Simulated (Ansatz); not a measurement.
**SiH2Br2 (dibromosilane): BLYP/def2-SVP**

What is the electronic atomisation energy of SiH2Br2 (dibromosilane) at BLYP/def2-SVP? 

Program for the calculation: Ansatz 0.2.0.

53 further runs of the same task are left out: 6 that didn't finish, 47 set aside as unsound or not needed.

**1. The molecule**

SiH2Br2: 5 atoms, total charge 0, spin state singlet. As SMILES, `Br[SiH2]Br`. The shape is that of a PBE0-D4/def2-TZVP optimisation.

Bond lengths: Br1–Si2 2.207 Å, Si2–Br3 2.207 Å, Si2–H4 1.476 Å, Si2–H5 1.476 Å. Angles: Br1–Si2–Br3 110.8°, Br1–Si2–H4 108.4°, Br1–Si2–H5 108.4°, Br3–Si2–H4 108.4°, Br3–Si2–H5 108.4°, H4–Si2–H5 112.5°.

**2. A single-point energy at BLYP/def2-SVP**

Contents of input.yaml:

```yaml
crystal:
  periodic: [false, false, false]
  atoms:
    - {symbol: Br, position_ang: [-1.672690, -1.239290, 0.362310]}
    - {symbol: Si, position_ang: [0.158230, -0.046290, 0.054680]}
    - {symbol: Br, position_ang: [-0.295570, 1.814160, -1.042010]}
    - {symbol: H, position_ang: [1.103430, -0.843230, -0.751710]}
    - {symbol: H, position_ang: [0.706590, 0.314640, 1.376730]}
basis:
  gaussian:
    orbitals: def2-SVP
total_charge: 0
hamiltonian:
  xc: {name: BLYP}
accuracy: high
output:
  orbitals: {seedname: orbitals}
```

The run is started by

```sh
$ ansatz run input.yaml --threads 1 --pin off --max-ram 3480MiB --events-out events.jsonl --progress --plain --runs-dir runs
```

Output:

```text
Warning: RAYON_NUM_THREADS=1 ignored (pool sized by the plan → 1); use --threads N
Functional definition: BLYP
  name "BLYP"
  parameter beta = 0.0042
  parameter a = 0.04918
  parameter b = 0.132
  parameter c = 0.2533
  parameter d = 0.349
  exchange = b88_x(beta = beta)
  correlation = lyp_c(a = a, b = b, c = c, d = d)
1684 factors; integrals over basis functions are off by at most 5.9e-9 eV
mean field evaluation 1: about -147986.0257 eV, gradient 1.5e1 eV
mean field evaluation 2: about -147986.4780 eV, gradient 7.1e0 eV
mean field evaluation 4: about -147986.6292 eV, gradient 4.8e-1 eV
mean field evaluation 8: about -147986.6247 eV, gradient 2.6e-2 eV
mean field evaluation 16: about -147986.6247 eV, gradient 1.6e-6 eV
mean field -147986.62474361 eV, -5438.4081503907 hartree, gradient 5.4e-8 eV, S^2 0.000000; 0 other end points of the search recorded, 0 dependent functions left out
reference -147986.62479187 eV, -5438.4081521640 hartree; 43, 43 occupied and 49, 49 virtual orbitals, 1684 factors
Total energy: -147986.62479187 eV, -5438.4081521640 hartree
```

Wall time 5.4 s (1 thread of Arm Neoverse V2, shared host); peak memory 0.2 GiB.

**3. The Br atom**

Contents of in.yaml:

```yaml
crystal:
  periodic: [false, false, false]
  atoms:
    - {symbol: Br, position_ang: [0.000000, 0.000000, 0.000000]}
basis:
  gaussian:
    orbitals: def2-SVP
magnetization:
  spin_polarized: true
  initial_magnetization: 1
hamiltonian:
  xc: {name: BLYP}
accuracy: high
```

Run the same way, it converges to -2573.82336 Eh (log not shown).

**4. The H atom**

Contents of molecule.yaml:

```yaml
crystal:
  periodic: [false, false, false]
  atoms:
    - {symbol: H, position_ang: [0.000000, 0.000000, 0.000000]}
basis:
  gaussian:
    orbitals: def2-SVP
magnetization:
  spin_polarized: true
  initial_magnetization: 1
hamiltonian:
  xc: {name: BLYP}
accuracy: high
```

The run is started by

```sh
$ ansatz run molecule.yaml --threads 1 --pin off --max-ram 3480MiB --events-out events.jsonl --progress --plain --runs-dir runs
```

Output (excerpt; [...] marks lines left out):

```text
Warning: RAYON_NUM_THREADS=1 ignored (pool sized by the plan → 1); use --threads N
[... 9 set-up lines as earlier in the session ...]
15 factors; integrals over basis functions are off by at most 8.9e-10 eV
mean field evaluation 1: about -13.5052 eV, gradient 4.7e-1 eV
mean field evaluation 2: about -13.5079 eV, gradient 5.6e-2 eV
mean field evaluation 4: about -13.5078 eV, gradient 4.6e-5 eV
mean field evaluation 8: about -13.5078 eV, gradient 3.7e-9 eV
mean field -13.50782747 eV, -0.4964035038 hartree, gradient 3.7e-9 eV, S^2 0.750000; 0 other end points of the search recorded, 0 dependent functions left out
reference -13.50785355 eV, -0.4964044622 hartree; 1, 0 occupied and 4, 5 virtual orbitals, 15 factors
Total energy: -13.50785355 eV, -0.4964044622 hartree
```

Run time: 0.1 s. Hardware: 1 thread of Arm Neoverse V2, shared host.

**5. The Si atom**

Contents of molecule.yaml:

```yaml
crystal:
  periodic: [false, false, false]
  atoms:
    - {symbol: Si, position_ang: [0.000000, 0.000000, 0.000000]}
basis:
  gaussian:
    orbitals: def2-SVP
hamiltonian:
  xc: {name: BLYP}
accuracy: high
magnetization:
  spin_polarized: true
  initial_magnetization: 2
```

Run the same way, it converges to -289.27769 Eh (log not shown).

**6. Results**

At BLYP/def2-SVP:

| quantity | value |
| --- | --- |
| molecule: total energy | -5438.40815 Eh |
| molecule: HOMO energy | -6.96 eV |
| molecule: LUMO energy | -1.02 eV |
| molecule: HOMO–LUMO gap | 5.94 eV |
| Br atom: total energy | -2573.82336 Eh |
| Br atom: ⟨S²⟩ | 0.751 |
| H atom: total energy | -0.49640 Eh |
| H atom: ⟨S²⟩ | 0.750 |
| Si atom: total energy | -289.27769 Eh |
| Si atom: ⟨S²⟩ | 2.002 |
| electronic atomisation energy | 13.359 eV |

Taking the molecule apart into free atoms costs 13.36 eV (308 kcal/mol), before zero-point energy and without spin-orbit coupling.
